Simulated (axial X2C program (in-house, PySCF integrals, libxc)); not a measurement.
# CaP⁺: bond curves with and without spin–orbit coupling

What are the state, bond length, wavenumber and bond energy of CaP⁺, and what does spin–orbit coupling change?

Computed with an in-house X2C program for linear molecules on PySCF integrals. Level: all-electron X2C, Ca dyall-cv3z, P dyall-v3z.

All values are calculated.

### Step 1. The job

The input, task.json:

```json
{"zs": [20, 15], "q": 1, "bas": ["dyall-cv3z", "dyall-v3z"], "levels": ["PBE0", "HF", "PBE50"], "cc": true, "r0": 2.49, "thr": -2.0, "nmax": 90, "npts": 10, "nst": 2, "ntry": 6}
```

Keys: zs atomic numbers; q charge; bas basis sets; levels methods (HF also brings MP2); cc coupled cluster on or off; r0 starting distance in Å; thr threshold in hartree for freezing inner shells (an s shell follows its p shell); nmax most natural virtual spinors; npts points asked for on the curve; nst determinants followed; ntry starts of the search.

Started as:

```
$ python so2c.py task.json out
```

Spin-free means the one-electron spin-free X2C Hamiltonian; two-component (2c) means X2C with spin–orbit coupling and atomic mean-field two-electron Coulomb and Gaunt terms. Basis: Ca dyall-cv3z contracted to [11s12p6d4f], P dyall-v3z contracted to [8s7p2d1f]; Gaussian nuclei, density fitting. Masses: Ca 39.963 u, P 30.974 u.

Notation: σ, π±, δ± give the projection m of an orbital's angular momentum (0, ±1, ±2), α and β its spin, Λ and M_S the sums; ω is the projection of a spinor's total angular momentum and Ω the sum. Logs are in hartree.

The results follow Hamiltonian by Hamiltonian and level by level.

### Step 2. State search with PBE0

PBE0 moves the distance from 2.490 Å to 2.653 Å and compares determinants there.

Spin-free determinants:

```
ΔE (eV)           state                              open shells
   0.00  M_S = 1, Λ = 0           beyond closed shells: π+α, π-α
   0.88  M_S = 1, Λ = 1  beyond closed shells: σα, π+α, π+β, π-α
   0.94  M_S = 0, Λ = 0           beyond closed shells: π+β, π-α
   0.94  M_S = 0, Λ = 2           beyond closed shells: π+α, π+β
   1.18  M_S = 0, Λ = 1  beyond closed shells: σβ, π+α, π+β, π-α
   1.75  M_S = 2, Λ = 0   beyond closed shells: 2 × σα, π+α, π-α
   2.46  M_S = 0, Λ = 0   beyond closed shells: 2 × σβ, π+α, π-α
```

Two-component determinants:

| ΔE (eV) | state | open shells |
| --- | --- | --- |
| 0.00 | Ω = 1 | excess of +ω over −ω: ω = -1/2, ω = 3/2 |
| 0.87 | Ω = 2 | excess of +ω over −ω: ω = 1/2, ω = 3/2 |
| 0.91 | Ω = 0 | closed shell |
| 0.97 | Ω = 0 | closed shell |
| 1.19 | Ω = 1 | excess of +ω over −ω: 2 × ω = 1/2 |
| 2.46 | Ω = 0 | excess of +ω over −ω: 3 × ω = 1/2, ω = -3/2 |
| 3.08 | Ω = 1 | excess of +ω over −ω: 2 × ω = 1/2 |

### Step 3. PBE0, spin-free

State followed: M_S = 1, Λ = 0 (beyond closed shells: π+α, π-α). The scan is laid around 2.653 Å, a first estimate of the minimum, and this SCF restarts from the orbitals of the search.

Output at 2.653 Å:

```text
spin-free X2C-1e  PBE0
basis functions 151  fitting functions 634  grid points 5081
iter        total energy     max residual
   1      -1022.095068356     3.92e-06
   2      -1022.095068357     3.59e-06
converged
one-electron -1517.29872761  Coulomb 494.57644485  exact exchange -14.52283924  xc functional -44.68905803  nuclear repulsion 59.83911168
```

Along the bond, energies from the lowest point:

```
R (Å)  E (eV)  μ (D)  HOMO (eV)  LUMO (eV)  iterations
2.308  0.5830  -7.84     -10.45      -7.81          11
2.414  0.2389  -8.25     -10.41      -7.59          10
2.494  0.0921  -8.52     -10.37      -7.44          10
2.573  0.0180  -8.77     -10.33      -7.30          11
2.653  0.0000  -8.99     -10.27      -7.18           2
2.746  0.0323  -9.20     -10.20      -7.15          11
2.839  0.1058  -9.36     -10.13      -7.20          11
2.958  0.2398  -9.48     -10.04      -7.28          12
3.104  0.4344  -9.42      -9.94      -7.35          12
3.316  0.7201  -8.88      -9.84      -7.39          14
```

Dipoles are positive if P is the positive end and refer to the centre of mass.

Outer orbitals at the reference distance:

```tsv
symmetry	occupied	ε (eV)	atomic character
σα	yes	-20.06	76% P s, 9% Ca p, 7% Ca d
σβ	yes	-17.74	76% P s, 9% Ca p, 7% Ca d
π+α	yes	-11.11	82% P p, 10% Ca d, 4% Ca p
π-α	yes	-11.11	82% P p, 10% Ca d, 4% Ca p
σα	yes	-10.93	72% P p, 14% Ca s, 7% Ca d
σβ	yes	-10.27	68% P p, 18% Ca s, 8% Ca d
π+β	no	-7.18	62% P p, 28% Ca d, 7% Ca p
π-β	no	-7.18	62% P p, 28% Ca d, 7% Ca p
σα	no	-7.09	67% Ca s, 14% Ca p, 13% Ca d
σβ	no	-7.06	61% Ca s, 18% Ca p, 13% Ca d
```

PBE0 fields in the half plane through the axis: z from -2.4 to 4.8 Å across, distance from the axis 0.15 to 2.25 Å upwards; Ca lies at z = 0 and P at z = 2.653 Å; the ELF is damped to zero where the density is low.

log10 density (e/bohr³). Ten even steps from '0' (-4.75 ) to '9' (1.38 ):
```
0000111112222222222221110
0011111222223333333322211
0111222223333344444333221
1122233343344444444443322
1223344555444455555544332
1223445666555555666554432
1233456777655556676655432
2234467797765566897655433
```

ELF. Ten even steps from ' ' (0.00 ) to '@' (0.95 ):
```
                      ..::::............          
                      --======------==----..      
                      ::******++********++==::    
                      ..**########%%%%%%##**++::  
    ..      ::==++--    ++%%%%%%%%%%@@@@@@%%##++..
  ........--**%%@@%%==..==%%@@%%**++%%@@@@@@%%**--
  ::::..::**%%%%**%%%%::--%%@@==  ::  %%@@@@@@##==
..::::::==##@@..%%..%%----@@%%  %%##++--@@@@@@%%++
```

Re = 2.643 Å, ωe = 329 cm⁻¹, ωexe = 1.35 cm⁻¹, Be = 0.1383 cm⁻¹, De = 1.66 eV, μ = -8.96 D.

### Step 4. HF, spin-free

Output at 2.653 Å:

```text
spin-free X2C-1e  HF
basis functions 151  fitting functions 634  grid points 5081
iter        total energy     max residual
   1      -1020.974528029     1.31e-01
   2      -1020.992772280     4.86e-03
   3      -1020.993849014     1.98e-03
   4      -1020.993998488     7.81e-04
   5      -1020.994033431     3.62e-04
   6      -1020.994039975     1.25e-04
   7      -1020.994041156     5.25e-05
   8      -1020.994041556     2.69e-05
   9      -1020.994041677     1.59e-05
  10      -1020.994041750     1.23e-05
  11      -1020.994041809     8.09e-06
  12      -1020.994041834     5.28e-06
  13      -1020.994041837     1.13e-06
  14      -1020.994041837     2.83e-07
converged
one-electron -1516.69139994  Coulomb 493.99910057  exact exchange -58.14085415  xc functional 0.00000000  nuclear repulsion 59.83911168
```

No constants are quoted: the solution changes its character somewhere along the scan, so the fit is set aside.

### Step 5. PBE50, spin-free

The SCF at the reference distance of 2.653 Å:

```text
spin-free X2C-1e  PBE50
basis functions 151  fitting functions 634  grid points 5081
iter        total energy     max residual
   1      -1022.159325632     4.49e-02
   2      -1022.161787421     2.17e-03
   3      -1022.161885691     1.63e-03
   4      -1022.161992113     1.85e-04
   5      -1022.161994296     7.77e-05
   6      -1022.161994738     2.86e-05
   7      -1022.161994876     1.72e-05
   8      -1022.161994949     6.98e-06
   9      -1022.161994965     2.65e-06
  10      -1022.161994966     6.61e-07
converged
one-electron -1517.26122665  Coulomb 494.56015225  exact exchange -29.06200032  xc functional -30.23803192  nuclear repulsion 59.83911168
```

Re = 2.639 Å, ωe = 338 cm⁻¹, ωexe = 1.28 cm⁻¹, Be = 0.1387 cm⁻¹, De = 1.50 eV, μ = -9.73 D.

### Step 6. Correlated methods, spin-free

Correlated methods: 14 electrons correlated (frozen shells, counted by type: Ca 2 s, 1 p; P 2 s, 1 p), 222 virtual spinors in MP2, 89 natural virtuals in coupled cluster.

Output of the correlated part at 2.653 Å:

```text
correlated 14  virtual 222  natural virtual 89  E(MP2) -0.363232405  MP2 remainder -0.017788535
iter   CCSD correlation   residual
   1     -0.375598828   1.11e-01
   2     -0.384031988   3.97e-02
   3     -0.385259025   1.59e-02
   4     -0.385257305   6.17e-03
   5     -0.385265568   1.99e-03
   6     -0.385265961   9.61e-04
   7     -0.385265002   4.20e-04
   8     -0.385267030   1.62e-04
   9     -0.385266071   6.81e-05
  10     -0.385265447   2.78e-05
  11     -0.385265126   1.12e-05
  12     -0.385265097   5.66e-06
  13     -0.385265086   2.96e-06
(T) -0.013167105  T1 0.0188  D1 0.0475  max T2 0.067
```

T1 in the output is the amplitude norm over the root of the electron number; divide by √2 for the Lee–Taylor value.

MP2: No constants are quoted: the reference changes its character somewhere along the scan, so the fit is set aside.

CCSD: No constants are quoted: the reference changes its character somewhere along the scan, so the fit is set aside.

CCSD(T): No constants are quoted: the reference changes its character somewhere along the scan, so the fit is set aside.

### Step 7. A higher determinant, spin-free

State: M_S = 1, Λ = 1 (beyond closed shells: σα, π+α, π+β, π-α).

Output at the reference distance:

```text
spin-free X2C-1e  PBE0
basis functions 151  fitting functions 634  grid points 5081
iter        total energy     max residual
   1      -1022.062602987     8.71e-06
   2      -1022.062602987     8.94e-06
converged
one-electron -1517.10730926  Coulomb 494.39948275  exact exchange -14.51702718  xc functional -44.67686096  nuclear repulsion 59.83911168
```

```
R (Å)  E above the lowest PBE0 point (eV)
2.308                               0.875
2.414                               0.754
2.494                               0.748
2.573                               0.795
2.653                               0.883
2.746                               1.023
2.839                               1.189
2.958                               1.425
3.104                               1.720
```

Re = 2.461 Å, ωe = 384 cm⁻¹, ωexe = 1.29 cm⁻¹, Be = 0.1595 cm⁻¹, μ = -8.61 D. Te = 0.74 eV.

### Step 8. The spin-free curves together

Energy (eV) of the followed determinant, spin-free, from each level's lowest point:

```
R (Å)   PBE0  HF (jumps)  MP2 (its reference jumps)  CCSD (its reference jumps)  CCSD(T) (its reference jumps)  PBE50
2.308  0.583       0.912                      0.702                         n/a                            n/a  0.592
2.414  0.239       0.457                      0.317                       0.338                          0.340  0.240
2.494  0.092       0.242                      0.143                       0.156                          0.159  0.090
2.573  0.018       0.110                      0.044                       0.050                          0.052  0.016
2.653  0.000       0.043                      0.001                       0.002                          0.004  0.000
2.746  0.032       0.026                      0.000                       0.000                          0.000  0.037
2.839  0.106       0.039                      0.087                       0.070                          0.076  0.116
2.958  0.240       0.016                      0.284                       0.239                          0.258  0.258
3.104  0.434       0.000                      0.400                         n/a                            n/a  0.459
3.316  0.720       0.014                      0.526                         n/a                            n/a  0.726
```

### Step 9. PBE0, 2c

State followed: Ω = 1 (excess of +ω over −ω: ω = -1/2, ω = 3/2). The scan is laid around 2.653 Å, a first estimate of the minimum, and this SCF restarts from the orbitals of the search.

Output at 2.653 Å:

```text
two-component X2C + atomic mean field  PBE0
basis functions 151  fitting functions 634  grid points 5081
iter        total energy     max residual
   1      -1021.912966453     1.69e-05
   2      -1021.912966499     1.66e-05
   3      -1021.912966518     8.20e-06
   4      -1021.912966534     2.51e-06
   5      -1021.912966536     3.65e-07
converged
one-electron -1516.82463081  Coulomb 494.45383808  exact exchange -14.51915789  xc functional -44.67765716  nuclear repulsion 59.83911168  atomic mean-field constant -0.18447043
```

Along the bond, energies from the lowest point:

```
R (Å)  E (eV)  μ (D)  HOMO (eV)  LUMO (eV)  iterations
2.308  0.5833  -7.83     -10.45      -7.82          11
2.414  0.2390  -8.24     -10.41      -7.60          10
2.494  0.0922  -8.52     -10.37      -7.45          11
2.573  0.0180  -8.76     -10.33      -7.31          11
2.653  0.0000  -8.98     -10.27      -7.19           5
2.746  0.0322  -9.20     -10.20      -7.15          11
2.839  0.1058  -9.36     -10.13      -7.20          11
2.958  0.2398  -9.48     -10.04      -7.27          12
3.104  0.4344  -9.42      -9.94      -7.35          12
3.316  0.7202  -8.88      -9.84      -7.39          14
```

Dipoles are positive if P is the positive end and refer to the centre of mass.

Outer spinors at the reference distance:

| ω | occupied | ε (eV) | atomic character | λ mixture |
| --- | --- | --- | --- | --- |
| 1/2 | yes | -20.06 | 76% P s, 9% Ca p, 7% Ca d | 100% σ |
| -1/2 | yes | -17.74 | 76% P s, 9% Ca p, 7% Ca d | 100% σ |
| -1/2 | yes | -11.13 | 83% P p, 10% Ca d, 4% Ca p | 100% π |
| 3/2 | yes | -11.09 | 82% P p, 10% Ca d, 4% Ca p | 100% π |
| 1/2 | yes | -10.93 | 72% P p, 14% Ca s, 7% Ca d | 100% σ |
| -1/2 | yes | -10.27 | 68% P p, 18% Ca s, 8% Ca d | 100% σ |
| 1/2 | no | -7.19 | 62% P p, 28% Ca d, 7% Ca p | 100% π |
| -3/2 | no | -7.17 | 62% P p, 29% Ca d, 7% Ca p | 100% π |
| 1/2 | no | -7.08 | 66% Ca s, 14% Ca p, 13% Ca d | 100% σ |
| -1/2 | no | -7.06 | 61% Ca s, 17% Ca p, 13% Ca d | 100% σ |

PBE0 fields in the half plane through the axis: z from -2.4 to 4.8 Å across, distance from the axis 0.15 to 2.25 Å upwards; Ca lies at z = 0 and P at z = 2.653 Å; the ELF is damped to zero where the density is low.

log10 density (e/bohr³). Ten even steps from '0' (-4.75 ) to '9' (1.38 ):
```
0000111112222222222221110
0011111222223333333322211
0111222223333344444333221
1122233343344444444443322
1223344555444455555544332
1223445666555555666554432
1233456777655556676655432
2234467797765566897655433
```

ELF. Ten even steps from ' ' (0.00 ) to '@' (0.95 ):
```
                      ..::::............          
                      --======------==----..      
                      ::******++********++==::    
                      ..**########%%%%%%##**++::  
    ..      ::==++--    ++%%%%%%%%%%@@@@@@%%##++..
  ........--**%%@@%%==..==%%@@%%**++%%@@@@@@%%**--
  ::::..::**%%%%**%%%%::--%%@@==  ::  %%@@@@@@##==
..::::::==##@@..%%..%%----@@%%  %%##++--@@@@@@%%++
```

Re = 2.643 Å, ωe = 329 cm⁻¹, ωexe = 1.35 cm⁻¹, Be = 0.1383 cm⁻¹, De = 1.66 eV, μ = -8.96 D.

### Step 10. HF, 2c

The SCF at the reference distance of 2.653 Å:

```text
two-component X2C + atomic mean field  HF
basis functions 151  fitting functions 634  grid points 5081
iter        total energy     max residual
   1      -1020.792783042     1.31e-01
   2      -1020.811035559     4.87e-03
   3      -1020.812114769     1.98e-03
   4      -1020.812264799     7.83e-04
   5      -1020.812300004     3.63e-04
   6      -1020.812306666     1.26e-04
   7      -1020.812307914     5.23e-05
   8      -1020.812308365     2.66e-05
   9      -1020.812308520     1.52e-05
  10      -1020.812308628     1.18e-05
  11      -1020.812308714     9.03e-06
  12      -1020.812308745     5.46e-06
  13      -1020.812308749     1.37e-06
  14      -1020.812308749     1.04e-06
converged
one-electron -1516.21639508  Coulomb 493.87555286  exact exchange -58.12610778  xc functional 0.00000000  nuclear repulsion 59.83911168  atomic mean-field constant -0.18447043
```

No constants are quoted: the solution changes its character somewhere along the scan, so the fit is set aside.

### Step 11. PBE50, 2c

The SCF at the reference distance of 2.653 Å:

```text
two-component X2C + atomic mean field  PBE50
basis functions 151  fitting functions 634  grid points 5081
iter        total energy     max residual
   1      -1021.977354680     4.49e-02
   2      -1021.979816655     2.17e-03
   3      -1021.979915047     1.64e-03
   4      -1021.980021814     1.85e-04
   5      -1021.980024025     7.81e-05
   6      -1021.980024481     2.88e-05
   7      -1021.980024627     1.73e-05
   8      -1021.980024705     6.94e-06
   9      -1021.980024722     2.64e-06
  10      -1021.980024723     7.45e-07
converged
one-electron -1516.78687237  Coulomb 494.43727626  exact exchange -29.05463458  xc functional -30.23043529  nuclear repulsion 59.83911168  atomic mean-field constant -0.18447043
```

Re = 2.639 Å, ωe = 338 cm⁻¹, ωexe = 1.28 cm⁻¹, Be = 0.1387 cm⁻¹, De = 1.50 eV, μ = -9.73 D.

### Step 12. Correlated methods, 2c

Correlated methods: 14 electrons correlated (frozen shells, counted by type: Ca 2 s, 1 p; P 2 s, 1 p), 222 virtual spinors in MP2, 90 natural virtuals in coupled cluster.

Output of the correlated part at 2.653 Å:

```text
correlated 14  virtual 222  natural virtual 90  E(MP2) -0.363343192  MP2 remainder -0.016839631
iter   CCSD correlation   residual
   1     -0.376600380   1.11e-01
   2     -0.385037948   3.97e-02
   3     -0.386275732   1.59e-02
   4     -0.386273596   6.19e-03
   5     -0.386282196   1.99e-03
   6     -0.386282681   9.62e-04
   7     -0.386281688   4.20e-04
   8     -0.386283771   1.64e-04
   9     -0.386282811   7.08e-05
  10     -0.386282177   3.19e-05
  11     -0.386281820   1.64e-05
  12     -0.386281793   1.09e-05
  13     -0.386281792   7.67e-06
(T) -0.013245748  T1 0.0189  D1 0.0479  max T2 0.067
```

MP2: No constants are quoted: the reference changes its character somewhere along the scan, so the fit is set aside.

CCSD: No constants are quoted: the reference changes its character somewhere along the scan, so the fit is set aside.

CCSD(T): No constants are quoted: the reference changes its character somewhere along the scan, so the fit is set aside.

### Step 13. A higher determinant, 2c

State: Ω = 2 (excess of +ω over −ω: ω = 1/2, ω = 3/2).

Output at the reference distance:

```text
two-component X2C + atomic mean field  PBE0
basis functions 151  fitting functions 634  grid points 5081
iter        total energy     max residual
   1      -1021.880985843     6.28e-06
   2      -1021.880985849     7.08e-06
   3      -1021.880985851     3.45e-06
   4      -1021.880985854     1.82e-06
   5      -1021.880985855     1.23e-06
converged
one-electron -1516.63503020  Coulomb 494.27812399  exact exchange -14.51331812  xc functional -44.66540277  nuclear repulsion 59.83911168  atomic mean-field constant -0.18447043
```

```
R (Å)  E above the lowest PBE0 point (eV)
2.308                               0.861
2.414                               0.740
2.494                               0.734
2.573                               0.782
2.653                               0.870
2.746                               1.010
2.839                               1.176
2.958                               1.412
3.104                               1.709
```

Re = 2.461 Å, ωe = 384 cm⁻¹, ωexe = 1.29 cm⁻¹, Be = 0.1595 cm⁻¹, μ = -8.61 D. Te = 0.73 eV.

### Step 14. The 2c curves together

Energy (eV) of the followed determinant, 2c, from each level's lowest point:

```
R (Å)   PBE0  HF (jumps)  MP2 (its reference jumps)  CCSD (its reference jumps)  CCSD(T) (its reference jumps)  PBE50
2.308  0.583       0.912                      0.703                         n/a                            n/a  0.593
2.414  0.239       0.457                      0.317                       0.339                          0.340  0.240
2.494  0.092       0.242                      0.144                       0.156                          0.159  0.091
2.573  0.018       0.110                      0.044                       0.050                          0.053  0.016
2.653  0.000       0.043                      0.001                       0.002                          0.004  0.000
2.746  0.032       0.026                      0.000                       0.000                          0.000  0.036
2.839  0.106       0.039                      0.087                       0.067                          0.072  0.116
2.958  0.240       0.016                      0.283                       0.226                          0.245  0.258
3.104  0.434       0.000                      0.400                         n/a                            n/a  0.459
3.316  0.720       0.014                      0.526                         n/a                            n/a  0.726
```

Time for the job: 1.7 min (1 thread of Arm Neoverse V2, shared host).

### Step 15. What came out

Lowest determinant that the search found at its distance, spin-free: M_S = 1, Λ = 0 (beyond closed shells: π+α, π-α).

Lowest determinant that the search found at its distance, 2c: Ω = 1 (excess of +ω over −ω: ω = -1/2, ω = 3/2).

```tsv
Hamiltonian	level	Re (Å)	ωe (cm⁻¹)	De (eV)	μ (D)
spin-free	PBE0	2.643	329	1.66	-8.96
spin-free	PBE50	2.639	338	1.50	-9.73
2c	PBE0	2.643	329	1.66	-8.96
2c	PBE50	2.639	338	1.50	-9.73
```

Dipoles are positive if P is the positive end and refer to the centre of mass. No constants: spin-free HF (the solution changes its character somewhere along the scan, so the fit is set aside); spin-free MP2 (the reference changes its character somewhere along the scan, so the fit is set aside); spin-free CCSD (the reference changes its character somewhere along the scan, so the fit is set aside); spin-free CCSD(T) (the reference changes its character somewhere along the scan, so the fit is set aside); 2c HF (the solution changes its character somewhere along the scan, so the fit is set aside); 2c MP2 (the reference changes its character somewhere along the scan, so the fit is set aside); 2c CCSD (the reference changes its character somewhere along the scan, so the fit is set aside); 2c CCSD(T) (the reference changes its character somewhere along the scan, so the fit is set aside).

Time per point (s) on 1 thread of Arm Neoverse V2, shared host (2c runs); the times are rough: PBE0 0.29, PBE50 0.32.

What this shows: At PBE0, going from spin-free to two-component changes Re by 0 mÅ, ωe by 0.0 %; the spin-free picture holds up (part of it comes from the scalar share of the two-electron terms). De moves by 0.00 eV; both De rest on single-determinant atoms, which can miss part of an open shell's spin–orbit lowering.

De refers to Ca+ + P, each in the lowest determinant found, which need not be this curve's own limit. The state is a single determinant with fixed occupations, the lowest that a limited PBE0 search found. De is counted from the lowest determinant-based energies of the atoms at the same level, without counterpoise correction. Density functionals use the spin component along the axis (collinear). With several unpaired electrons one determinant need not be a pure state. The spin-free determinant is spin-contaminated at some levels.
